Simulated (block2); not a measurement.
# AlClF2 (SMILES [F][Al]([F])[Cl]) at DMRG/ANO-RCC-MB (reverse schedule (180, 150, 120, 90), start occupation bias 0.2)

We compute a single-point energy of AlClF2. Input form: a Python script.

Program for the calculation: block2 0.5.4.

3 further runs of the same task are left out: 3 that didn't finish. Runs told in other sessions of the task aren't counted.

### Step 1. The structure to begin with

AlClF2: 4 atoms, total charge 0, spin state singlet. SMILES: `[F][Al]([F])[Cl]`. Geometry: a GFN2-xTB relaxation, a rough one for these elements and not checked as a minimum.

Bond lengths: F1–Al2 1.643 Å, Al2–F3 1.643 Å, Al2–Cl4 2.008 Å. Angles: F1–Al2–F3 112.9°, F1–Al2–Cl4 123.6°, F3–Al2–Cl4 123.5°.

### Step 2. The energy at DMRG/ANO-RCC-MB (reverse schedule (180, 150, 120, 90), start occupation bias 0.2)

Contents of dmrg.py:

```python
import numpy as np
from pyscf import gto, lo, scf
from pyblock2._pyscf.ao2mo import integrals as itg
from pyblock2.driver.core import DMRGDriver, SymmetryTypes
from scipy.stats import linregress

mol = gto.M(atom=[
    ("F", (1.006510, 0.678460, 1.147330)),
    ("Al", (0.032630, -0.023990, 0.025420)),
    ("F", (0.300970, -1.637440, -0.133960)),
    ("Cl", (-1.340120, 0.982970, -1.038790)),
], basis="ano-rcc-mb", spin=0, verbose=3, max_memory=2000)
print("basis functions: %d" % (mol.nao))
mf = scf.RHF(mol)
mf.conv_tol = 1e-10
mf.max_cycle = 200
mf.kernel()
if not mf.converged:
    mf = mf.newton().run(mf.mo_coeff, mf.mo_occ)
print(f"reference energy: {mf.e_tot:.10f}")
# split localisation
mo = mf.mo_coeff.copy()
for a, b in ((12, 24), (24, 28)):
    if b - a > 1:
        mo[:, a:b] = lo.PM(mol, mo[:, a:b]).kernel()
mf.mo_coeff = mo
ncas, n_elec, spin, ecore, h1e, g2e, orb_sym = itg.get_rhf_integrals(mf, ncore=12, ncas=16, pg_symm=False, g2e_symm=1)
drv = DMRGDriver(scratch="./tmp", symm_type=SymmetryTypes.SU2, stack_mem=1500 << 20, n_threads=1)
# orbital ordering
idx = drv.orbital_reordering(h1e, g2e, method="fiedler")
print("orbital order:", idx.tolist())
h1e = h1e[np.ix_(idx, idx)]
g2e = g2e[np.ix_(idx, idx, idx, idx)]
orb_sym = np.array(orb_sym)[idx]
drv.initialize_system(n_sites=ncas, n_elec=n_elec, spin=spin, orb_sym=orb_sym)
mpo = drv.get_qc_mpo(h1e=h1e, g2e=g2e, ecore=ecore, iprint=0)
occs = np.array([1.8] * 12 + [0.2] * 4)[idx]
mps = drv.get_random_mps(tag="GS", bond_dim=100, nroots=1, occs=occs)
bond_dims = [100] * 3 + [150] * 3 + [200] * 4
noises = [0.0001] * 3 + [0.0001] * 3 + [1e-05] * 4 + [0]
thrds = [1e-08] * 10
e = drv.dmrg(mpo, mps, n_sweeps=16, tol=1e-06, bond_dims=bond_dims, noises=noises, thrds=thrds, iprint=1)
ms, dws, es = drv.get_dmrg_results()
print("discarded weight: %.3e" % (dws[-1]))
print(f"final energy: {e:.10f}")
csf, coef = drv.get_csf_coefficients(mps, cutoff=0.08, iprint=1)
print("c0^2: %.4f" % (np.max(np.abs(coef)) ** 2))
# extrapolation to zero discarded weight
mps = drv.adjust_mps(mps, dot=2)[0]
back = [180, 150, 120, 90]
drv.dmrg(mpo, mps, n_sweeps=4 * len(back), tol=0, bond_dims=[m for m in back for _ in range(4)], noises=[0] * (4 * len(back)), thrds=[1e-9] * (4 * len(back)), iprint=1)
ms, dws, es = drv.get_dmrg_results()
ms, dws, es = ms[3::4], dws[3::4], np.array(es)[3::4, 0]
fit = linregress(dws, es)
print("M values:", np.round(ms, 1).tolist())
print("DW(M):", np.round(dws, 12).tolist())
print("E(M):", np.round(es, 9).tolist())
print(f"E(DW -> 0): {fit.intercept:.8f}")
print("extrapolation error: %.3e" % (abs(fit.intercept - es.min()) / 5))
```

Run with:

```console
$ python dmrg.py
```

Output:

```text
basis functions: 28
converged SCF energy = -899.860159349695
reference energy: -899.8601593497
orbital order: [11, 9, 10, 2, 13, 12, 15, 14, 0, 4, 6, 3, 1, 8, 7, 5]

Sweep =    0 | Direction =  forward | Bond dimension =  100 | Noise =  1.00e-04 | Dav threshold =  1.00e-08
Time elapsed =      2.205 | E =    -899.9137192978 | DW = 1.02539e-07

Sweep =    1 | Direction = backward | Bond dimension =  100 | Noise =  1.00e-04 | Dav threshold =  1.00e-08
Time elapsed =      6.604 | E =    -899.9222800981 | DE = -8.56e-03 | DW = 4.35994e-06

Sweep =    2 | Direction =  forward | Bond dimension =  100 | Noise =  1.00e-04 | Dav threshold =  1.00e-08
Time elapsed =     11.212 | E =    -899.9229910589 | DE = -7.11e-04 | DW = 1.10830e-05

Sweep =    3 | Direction = backward | Bond dimension =  150 | Noise =  1.00e-04 | Dav threshold =  1.00e-08
Time elapsed =     17.725 | E =    -899.9231203995 | DE = -1.29e-04 | DW = 2.04342e-06

Sweep =    4 | Direction =  forward | Bond dimension =  150 | Noise =  1.00e-04 | Dav threshold =  1.00e-08
Time elapsed =     26.465 | E =    -899.9231911260 | DE = -7.07e-05 | DW = 3.75901e-06

Sweep =    5 | Direction = backward | Bond dimension =  150 | Noise =  1.00e-04 | Dav threshold =  1.00e-08
Time elapsed =     34.694 | E =    -899.9232069507 | DE = -1.58e-05 | DW = 3.26712e-06

Sweep =    6 | Direction =  forward | Bond dimension =  200 | Noise =  1.00e-05 | Dav threshold =  1.00e-08
Time elapsed =     46.807 | E =    -899.9232441669 | DE = -3.72e-05 | DW = 6.74127e-07

Sweep =    7 | Direction = backward | Bond dimension =  200 | Noise =  1.00e-05 | Dav threshold =  1.00e-08
Time elapsed =     60.919 | E =    -899.9232489772 | DE = -4.81e-06 | DW = 8.10698e-07

Sweep =    8 | Direction =  forward | Bond dimension =  200 | Noise =  1.00e-05 | Dav threshold =  1.00e-08
Time elapsed =     75.087 | E =    -899.9232502949 | DE = -1.32e-06 | DW = 1.00237e-06

Sweep =    9 | Direction = backward | Bond dimension =  200 | Noise =  1.00e-05 | Dav threshold =  1.00e-08
Time elapsed =     89.504 | E =    -899.9232509315 | DE = -6.37e-07 | DW = 8.49990e-07

Sweep =   10 | Direction =  forward | Bond dimension =  200 | Noise =  0.00e+00 | Dav threshold =  1.00e-07
Time elapsed =    101.164 | E =    -899.9232520400 | DE = -1.11e-06 | DW = 8.49677e-07

Sweep =   11 | Direction = backward | Bond dimension =  200 | Noise =  0.00e+00 | Dav threshold =  1.00e-07
Time elapsed =    112.647 | E =    -899.9232521650 | DE = -1.25e-07 | DW = 8.60416e-07

discarded weight: 8.604e-07
final energy: -899.9232521650
DTRIE T =      0.002
Number of CSF =          1 (cutoff =      0.08)
Sum of weights of included CSF =    0.942757435880129

CSF          0 2222000022222222  =    0.970956969118678
c0^2: 0.9428

Sweep =    0 | Direction =  forward | Bond dimension =  180 | Noise =  0.00e+00 | Dav threshold =  1.00e-09
Time elapsed =     13.493 | E =    -899.9232503633 | DW = 1.76664e-06

Sweep =    1 | Direction = backward | Bond dimension =  180 | Noise =  0.00e+00 | Dav threshold =  1.00e-09
Time elapsed =     25.783 | E =    -899.9232457604 | DE = 4.60e-06 | DW = 1.57788e-06

Sweep =    2 | Direction =  forward | Bond dimension =  180 | Noise =  0.00e+00 | Dav threshold =  1.00e-09
Time elapsed =     37.876 | E =    -899.9232454632 | DE = 2.97e-07 | DW = 1.47073e-06

Sweep =    3 | Direction = backward | Bond dimension =  180 | Noise =  0.00e+00 | Dav threshold =  1.00e-09
Time elapsed =     49.827 | E =    -899.9232454621 | DE = 1.11e-09 | DW = 1.46784e-06

Sweep =    4 | Direction =  forward | Bond dimension =  150 | Noise =  0.00e+00 | Dav threshold =  1.00e-09
Time elapsed =     59.820 | E =    -899.9232417844 | DE = 3.68e-06 | DW = 4.71752e-06

Sweep =    5 | Direction = backward | Bond dimension =  150 | Noise =  0.00e+00 | Dav threshold =  1.00e-09
Time elapsed =     68.280 | E =    -899.9232233309 | DE = 1.85e-05 | DW = 3.52320e-06

Sweep =    6 | Direction =  forward | Bond dimension =  150 | Noise =  0.00e+00 | Dav threshold =  1.00e-09
Time elapsed =     76.825 | E =    -899.9232232946 | DE = 3.63e-08 | DW = 3.36653e-06

Sweep =    7 | Direction = backward | Bond dimension =  150 | Noise =  0.00e+00 | Dav threshold =  1.00e-09
Time elapsed =     85.197 | E =    -899.9232233210 | DE = -2.64e-08 | DW = 3.32474e-06

Sweep =    8 | Direction =  forward | Bond dimension =  120 | Noise =  0.00e+00 | Dav threshold =  1.00e-09
Time elapsed =     92.011 | E =    -899.9232150259 | DE = 8.30e-06 | DW = 1.25701e-05

Sweep =    9 | Direction = backward | Bond dimension =  120 | Noise =  0.00e+00 | Dav threshold =  1.00e-09
Time elapsed =     97.793 | E =    -899.9231742703 | DE = 4.08e-05 | DW = 8.87281e-06

Sweep =   10 | Direction =  forward | Bond dimension =  120 | Noise =  0.00e+00 | Dav threshold =  1.00e-09
Time elapsed =    103.507 | E =    -899.9231714670 | DE = 2.80e-06 | DW = 7.79642e-06

Sweep =   11 | Direction = backward | Bond dimension =  120 | Noise =  0.00e+00 | Dav threshold =  1.00e-09
Time elapsed =    109.022 | E =    -899.9231716187 | DE = -1.52e-07 | DW = 7.68556e-06

Sweep =   12 | Direction =  forward | Bond dimension =   90 | Noise =  0.00e+00 | Dav threshold =  1.00e-09
Time elapsed =    113.208 | E =    -899.9231472685 | DE = 2.44e-05 | DW = 2.88005e-05

Sweep =   13 | Direction = backward | Bond dimension =   90 | Noise =  0.00e+00 | Dav threshold =  1.00e-09
Time elapsed =    116.622 | E =    -899.9230396427 | DE = 1.08e-04 | DW = 1.78933e-05

Sweep =   14 | Direction =  forward | Bond dimension =   90 | Noise =  0.00e+00 | Dav threshold =  1.00e-09
Time elapsed =    120.088 | E =    -899.9230396220 | DE = 2.07e-08 | DW = 1.63260e-05

Sweep =   15 | Direction = backward | Bond dimension =   90 | Noise =  0.00e+00 | Dav threshold =  1.00e-09
Time elapsed =    123.475 | E =    -899.9230401116 | DE = -4.90e-07 | DW = 1.63056e-05

M values: [180, 150, 120, 90]
DW(M): [1.467844e-06, 3.324735e-06, 7.685559e-06, 1.630563e-05]
E(M): [-899.923245462, -899.923223321, -899.923171619, -899.923040112]
E(DW -> 0): -899.92327015
extrapolation error: 4.937e-06
```

Wall time 4 min (1 thread of Arm Neoverse V2, shared host); peak memory 0.6 GiB.

### Step 3. Results

Level: DMRG/ANO-RCC-MB (reverse schedule (180, 150, 120, 90), start occupation bias 0.2), 12 core orbitals frozen.

```
    quantity          value
total energy  -899.92325 Eh
```

The basis was made for a relativistic Hamiltonian, but the run is non-relativistic.
